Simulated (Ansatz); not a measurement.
# BGe (quartet): wave-function methods side by side, aug-cc-pVDZ

How much of the correlation energy of BGe (quartet) does each wave-function method recover here?

Computed with Ansatz 0.2.0, Gaussian basis. Level: aug-cc-pVDZ, core rule «outside noble gas», up to 15 orbitals frozen.

Plan: UHF; CCSD(T) on ROHF; CCSD(T) on UHF; BCCD(T) on ROHF; CISD; CCSDT(Q) on ROHF; CCSDT(Q) on UHF; CISDTQ; CCSDTQ on ROHF; CCSDTQ on UHF; CASSCF and MRCISD+Q, 7 electrons in 8 orbitals; CASSCF and MRCISD+Q(relaxed), 7 electrons in 8 orbitals; CASSCF and NEVPT2, 7 electrons in 8 orbitals; Full CI.

4 further runs of the same task are left out: 1 that didn't finish, 3 set aside as unsound or not needed.

## (1) The system

The geometry is a PBE0/def2-TZVP stationary point (not a proven minimum). No spin-orbit coupling is included. The filled d shell of Ge may be among the frozen orbitals whatever the setting's name suggests; the logs give the count.

2 atoms, charge 0, spin multiplicity 4.

Atoms are counted from 1 here; the program's logs count them from 0.

Bond lengths: Ge1–B2 1.977 Å.

## (2) UHF

in.yaml reads:

```yaml
crystal:
  periodic: [false, false, false]
  atoms:
    - {symbol: Ge, position_ang: [0.000000, 0.000000, 0.000000]}
    - {symbol: B, position_ang: [0.000000, 0.000000, 1.977400]}
basis:
  gaussian: {orbitals: aug-cc-pVDZ}
magnetization: {spin_polarized: true, initial_magnetization: 3}
hamiltonian: {xc: hf}
output: {orbitals: {seedname: orbitals}}
```

Command:

```sh
ansatz run in.yaml --threads 1 --pin off --events-out ev --progress --plain --max-ram 3956MiB --backend cpu
```

Further steps of the session: CCSD(T) on ROHF; CCSD(T) on UHF; BCCD(T) on ROHF; CISD; CCSDT(Q) on ROHF; CCSDT(Q) on UHF; CISDTQ; CCSDTQ on ROHF; CCSDTQ on UHF; CASSCF and MRCISD+Q, 7 electrons in 8 orbitals; CASSCF and MRCISD+Q(relaxed), 7 electrons in 8 orbitals; CASSCF and NEVPT2, 7 electrons in 8 orbitals; Full CI.

Q: Predict the results of all the runs planned. Wanted: FCI below the RHF energy; RMP2 from FCI; UMP2 from FCI; RCCSD from FCI; RCCSD(T) from FCI; UCCSD(T) from FCI; RCCSDT(Q) from FCI; UCCSDT(Q) from FCI; NEVPT2 valence from FCI.

As calculated:

| quantity | value |
| --- | --- |
| FCI below the RHF energy | -4.0468 eV |
| RMP2 from FCI | +24.02 kcal/mol |
| UMP2 from FCI | +24.21 kcal/mol |
| RCCSD from FCI | +6.28 kcal/mol |
| RCCSD(T) from FCI | +1.59 kcal/mol |
| UCCSD(T) from FCI | +1.44 kcal/mol |
| RCCSDT(Q) from FCI | +0.07 kcal/mol |
| UCCSDT(Q) from FCI | -0.09 kcal/mol |
| NEVPT2 valence from FCI | +13.05 kcal/mol |
| MRCISD+Q valence from FCI | -0.06 kcal/mol |
| MRCISD+Q(relaxed) valence from FCI | -0.66 kcal/mol |
| levels within 1 kcal/mol (43 meV) | RCCSDT, UCCSDT, CISDTQ, RCCSDT(Q), UCCSDT(Q), RCCSDTQ, UCCSDTQ, MRCISD+Q valence, MRCISD+Q(relaxed) valence |
| T1 diagnostic | 0.045 |
| effectively unpaired electrons | 3.10 |

What this shows: RCCSD(T) misses by +1.59 kcal/mol, 1.7 % of the correlation energy. UCCSDT(Q), UCCSDTQ, MRCISD+Q valence, MRCISD+Q(relaxed) valence fall below full CI: unrestricted runs freeze a spin-polarised core, another one than full CI's, and coupled cluster isn't variational. The occupations are near whole numbers, but T1 = 0.045 shows that the orbitals relax strongly. Of the multireference levels listed MRCISD+Q valence comes nearest in total energy (-0.06 kcal/mol), which doesn't show that its space is the better one. These misses are within one basis, not against nature; the frozen cores of restricted and unrestricted runs differ, which can shift their rows.
